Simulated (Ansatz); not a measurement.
**AlFH4N2: taking an electron away**

One table from this session's results is given with a row withheld; the runs are named, their logs left out.

The runs use Ansatz 0.2.0, Gaussian basis; unrestricted cation, the program's frozen cores in correlated methods.

The runs, in order: UKS PBE-D4/def2-TZVPP; UKS r2SCAN-D4/def2-TZVPP; UKS PBE0-D4/def2-TZVPP; UKS B3LYP-D4/def2-TZVPP; UKS wB97X-V/def2-TZVPP; UKS wB97M-V/def2-TZVPP; UKS B2PLYP/def2-TZVPP; UHF-CCSD(T)/def2-TZVPP; UHF-CCSD(T)/def2-QZVPP; extrapolation to the limit; then −ε(HOMO) from the neutral's earlier runs with LDA (SPW92), PBE-D4, revPBE-D4, BLYP-D4, r2SCAN-D4, B97M-V, PBE0-D4, B3LYP-D4, r2SCANh-D4, r2SCAN0-D4, HSE06-D4, BHLYP-D4, CAM-B3LYP-D4, LC-ωPBE, ωB97X-V, ωB97M-V.

1 further run of the same task is left out (it didn't finish).

### The geometry

An earlier PBE0-D4 in a triple-zeta def2 set relaxation fixed the geometry.

SMILES `[NH2][Al]([NH2])[F]`, 8 atoms, charge 0, spin multiplicity 1.

Atoms are counted from 1 here; the program's logs count them from 0.

Bond lengths: N1–Al2 1.758 Å, N1–H5 1.006 Å, N1–H6 1.006 Å, Al2–N3 1.758 Å, Al2–F4 1.652 Å, N3–H7 1.006 Å, N3–H8 1.006 Å. Angles: Al2–N1–H5 123.9°, Al2–N1–H6 125.6°, H5–N1–H6 110.5°, N1–Al2–N3 123.8°, N1–Al2–F4 118.1°, N3–Al2–F4 118.1°, Al2–N3–H7 125.6°, Al2–N3–H8 123.9°, H7–N3–H8 110.5°.

Set-up of the first run:

File in.yaml:

```yaml
crystal:
  periodic: [false, false, false]
  atoms:
    - {symbol: N, position_ang: [-0.654113, 1.397129, -0.272688]}
    - {symbol: Al, position_ang: [-0.190843, -0.292047, -0.425976]}
    - {symbol: N, position_ang: [0.886554, -1.116582, 0.692410]}
    - {symbol: F, position_ang: [-0.803342, -1.154408, -1.694316]}
    - {symbol: H, position_ang: [-1.270390, 1.870085, -0.912042]}
    - {symbol: H, position_ang: [-0.350080, 2.024759, 0.451867]}
    - {symbol: H, position_ang: [1.322014, -0.703079, 1.499086]}
    - {symbol: H, position_ang: [1.152400, -2.083058, 0.605760]}
basis:
  gaussian: {orbitals: def2-TZVPP}
total_charge: 1
magnetization: {spin_polarized: true, initial_magnetization: 1}
hamiltonian: {xc: pbe, dispersion: d4}
```

Started as:

```
> ansatz run in.yaml --threads 2 --pin off --events-out ev --progress --plain --max-ram 32768MiB --backend cpu
```

Among the steps run: Cation, UKS PBE-D4/def2-TZVPP; Cation, UKS r2SCAN-D4/def2-TZVPP; Cation, UKS PBE0-D4/def2-TZVPP; Cation, UKS B3LYP-D4/def2-TZVPP; Cation, UKS wB97X-V/def2-TZVPP; Cation, UKS wB97M-V/def2-TZVPP; Cation, UKS B2PLYP (frozen core)/def2-TZVPP; Cation, UHF-CCSD(T)/def2-TZVPP; Cation, UHF-CCSD(T)/def2-QZVPP.

One of the session's tables, all rows but one given; the rest of the session is left out.

Orbital estimates, from the neutral's runs:

| functional | −ε(HOMO) (eV) |
| --- | --- |
| LDA (SPW92) | 5.94 |
| PBE-D4 | 5.75 |
| revPBE-D4 | 5.69 |
| BLYP-D4 | 5.63 |
| r2SCAN-D4 | 6.06 |
| B97M-V | 6.09 |
| PBE0-D4 | 7.20 |
| B3LYP-D4 | 6.94 |
| r2SCANh-D4 | 6.60 |
| r2SCAN0-D4 | 7.41 |
| HSE06-D4 | 6.79 |
| BHLYP-D4 | 8.54 |
| CAM-B3LYP-D4 | 8.65 |
| LC-ωPBE | 10.10 |
| ωB97X-V | 9.69 |
| ωB97M-V | ? |

Q: Estimate the row for ωB97M-V from the others.

The run gave: −ε(HOMO) (eV): 9.58. In the column «−ε(HOMO) (eV)» it lies between CAM-B3LYP-D4 (8.65) and ωB97X-V (9.69).

Caveats from the session: The cation may have settled in a state other than its lowest; no search over hole states beyond the program's own was made.
